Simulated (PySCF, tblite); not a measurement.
# Si2N2H6 (triplet), a small gas-phase stand-in for a defect centre: EPR parameters

What EPR parameters should one expect for `N[Si]N[SiH3]`? It is drawn as: twofold Si.

Programs: tblite 0.8.0 and PySCF 2.14.0. All values are calculated, for the isolated system unless a continuum is named. Atoms count from 0, parts from 1.

### Step 1. Starting point

10 atoms, charge 0, multiplicity 3; geometry: distance geometry start.

### Step 2. Relaxing the cluster with GFN2-xTB

What the job is given:

```
{"job": {"kind": "relax", "xc": "GFN2-xTB", "basis": "xTB"}, "charge": 0, "multiplicity": 3}
Si     0.125266    -1.232198    -0.799579
N      0.034716    -0.237330     0.752819
Si     1.277062     1.079475     0.903072
N      0.490607    -2.309349    -2.198376
H     -0.899494    -0.019803     1.069203
H      2.283924     0.922472    -0.095081
H      1.871610     1.033156     2.193910
H      0.626813     2.345182     0.736115
H      0.197251    -1.966817    -3.126195
H      1.381018    -2.787132    -2.168628
```

Method: GFN2-xTB geometry optimisation, gas phase.

On the command line:

```console
OMP_NUM_THREADS=1 python cluster_run.py task.json out
```

The driver reads the jobs from task.json and runs them one after another.

**Question.** The jobs that follow are: PBE0-D3(BJ)/def2-SVP geometry optimisation, gas phase; UKS B3LYP, IGLO-III on N Si, pcH-1 on H, non-relativistic, mean-field spin-orbit, GIAO; UKS BHandHLYP, IGLO-III on N Si, pcH-1 on H, non-relativistic, mean-field spin-orbit, GIAO. Predict: point group; rotational constants (main isotopes); D, E (B3LYP); g(iso) (B3LYP); ⟨S²⟩; largest a(iso); potential on the surface of density 0.002 e/bohr³, 1st and 99th percentile.

The runs gave:

| quantity | value |
| --- | --- |
| point group | C1 |
| rotational constants (main isotopes) | 13.28, 1.97, 1.85 GHz |
| D, E (B3LYP) | -0.804, -0.056 cm⁻¹ |
| g(iso) (B3LYP) | 2.00151 |
| ⟨S²⟩ | 2.003 (exact 2.00) |
| largest a(iso) | 29Si on Si0, -616.0 MHz |
| potential on the surface of density 0.002 e/bohr³, 1st and 99th percentile | -0.99 V and 1.71 V |

The start of the PBE0/def2-SVP relaxation was shaken at random by about 0.01 Å, so part of the energy gained, and of the first lengths quoted, undoes that. The optimisation took 6 steps and gained 0.120 eV; among the close pairs (by a distance rule), Si2–H7 changed most, from 1.460 to 1.496 Å (PBE0/def2-SVP). No frequency check was run at this level, so the end point may be a saddle. Most of the unpaired spin sits on Si0 (1.79 e). The isotropic g lies 0.8 ppt below the free-electron value. The coupling of 29Si on Si0 runs from -649.4 (BHandHLYP/IGLO-III+pcH-1) to -616.0 MHz (B3LYP/IGLO-III+pcH-1). The triplet was assumed; the singlet may lie lower.
